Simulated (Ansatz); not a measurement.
# HfZr3Se8: the cost of one run

Computed with Ansatz 0.2.0 (DFT PBE, scalar-relativistic, plane waves, PAW, unless a step's input says otherwise).

### 1 The starting structure

The structure is monoclinic, space group C2/m (No. 12). The conventional cell has a = 13.854 Å, b = 7.584 Å, c = 6.567 Å, α = 90.00°, β = 90.00°, γ = 90.00°. Around Zr (site symmetry 2) lie 6 Se at 2.70 to 2.71 Å. Zr (site symmetry 2/m) is surrounded by 6 Se at 2.70 to 2.71 Å. Around Hf (site symmetry 2/m) lie 6 Se at 2.69 Å. Around Se (site symmetry m) lie 3 Zr at 2.70 Å. Around Se (site symmetry 1) lie 1 Hf at 2.69 Å and 2 Zr at 2.71 Å. Se (site symmetry m) is surrounded by 1 Hf at 2.69 Å and 2 Zr at 2.71 Å.

Coordinates:

```cif
data_structure
_symmetry_space_group_name_H-M 'P 1'
_symmetry_Int_Tables_number 1
_cell_length_a 7.8969
_cell_length_b 7.8969
_cell_length_c 6.5674
_cell_angle_alpha 90.004
_cell_angle_beta 90.004
_cell_angle_gamma 57.397
_cell_volume 345.02
loop_
_atom_site_label
_atom_site_type_symbol
_atom_site_fract_x
_atom_site_fract_y
_atom_site_fract_z
_atom_site_occupancy
Zr1 Zr 0.24985 0.75015 0.00000 1
Zr2 Zr 0.75015 0.24985 0.00000 1
Zr3 Zr 0.50000 0.50000 0.50000 1
Hf1 Hf 0.00000 0.00000 0.50000 1
Se1 Se 0.61437 0.61437 0.16637 1
Se2 Se 0.36245 0.86571 0.66560 1
Se3 Se 0.11407 0.11407 0.16911 1
Se4 Se 0.86571 0.36245 0.66560 1
Se5 Se 0.88593 0.88593 0.83089 1
Se6 Se 0.63755 0.13429 0.33440 1
Se7 Se 0.38563 0.38563 0.83362 1
Se8 Se 0.13429 0.63755 0.33440 1
```

It is the end of an earlier relaxation with the same method, from a generated guess; it is a trial structure. At a tolerance of 0.02 Å it has space group C2/m (No. 12); it has 28.75 Å³/atom, an uncorrected energy of -1.36 eV/atom over the elements.

### 2 Electronic structure at the relaxed geometry

File input.yaml:

```yaml
crystal:
  lattice:
    - [6.9268696, -3.7921057, 0.0]
    - [6.9268696, 3.7921057, 0.0]
    - [-0.0005469, 0.0, 6.5674425]
  atoms:
    - { symbol: Zr, position: [0.249854, 0.750146, 0.0] }
    - { symbol: Zr, position: [0.750146, 0.249854, 0.0] }
    - { symbol: Zr, position: [0.5, 0.5, 0.5] }
    - { symbol: Hf, position: [0.0, 0.0, 0.5] }
    - { symbol: Se, position: [0.614372, 0.614372, 0.166375] }
    - { symbol: Se, position: [0.362454, 0.86571, 0.665604] }
    - { symbol: Se, position: [0.11407, 0.11407, 0.169112] }
    - { symbol: Se, position: [0.86571, 0.362454, 0.665604] }
    - { symbol: Se, position: [0.88593, 0.88593, 0.830888] }
    - { symbol: Se, position: [0.637546, 0.13429, 0.334396] }
    - { symbol: Se, position: [0.385628, 0.385628, 0.833625] }
    - { symbol: Se, position: [0.13429, 0.637546, 0.334396] }
basis:
  ecutwfc: 420
kpoints:
  mp_grid: { grid: [6, 6, 6] }
  band_path:
    path:
      - [[0.0, 0.0, 0.0], [-0.32492502, 0.32492502, 0.0]]
      - [[-0.67507498, -0.32492502, 0.0], [-0.5, -0.5, 0.0], [0.0, 0.0, 0.0], [-0.5, -0.5, 0.5], [-0.67508814, -0.32491186, 0.5]]
      - [[-0.32491186, 0.32491186, 0.5], [0.0, 0.0, 0.5], [0.0, 0.0, 0.0]]
      - [[-0.5, 0.0, 0.5], [0.0, 0.0, 0.0], [-0.5, 0.0, 0.0]]
    npoints: 10
hamiltonian:
  xc: pbe
scf:
  occupations: { method: gaussian, width: 0.02 }
  n_extra_bands: 30
output:
  forces: true
  stress: true
  eigenvalues: true
  populations: true
  dos: { projected: true, de: 0.02, nscf_kmesh: { grid: [9, 9, 9] } }
  bader: false
  write_density: true
  write_potential: true
  elf: true
  volumetric_format: npy
```

Launch:

```
$ ansatz run input.yaml --threads 4 --pin off --max-ram 8192MiB --backend cpu --events-out ev --progress --plain --runs-dir out
```

**Question.** How long does this run take on 4 threads of Intel Xeon Platinum 8488C (Sapphire Rapids), shared host, and how much memory does it need?

About 2.5 min, with a peak of 4.9 GiB.
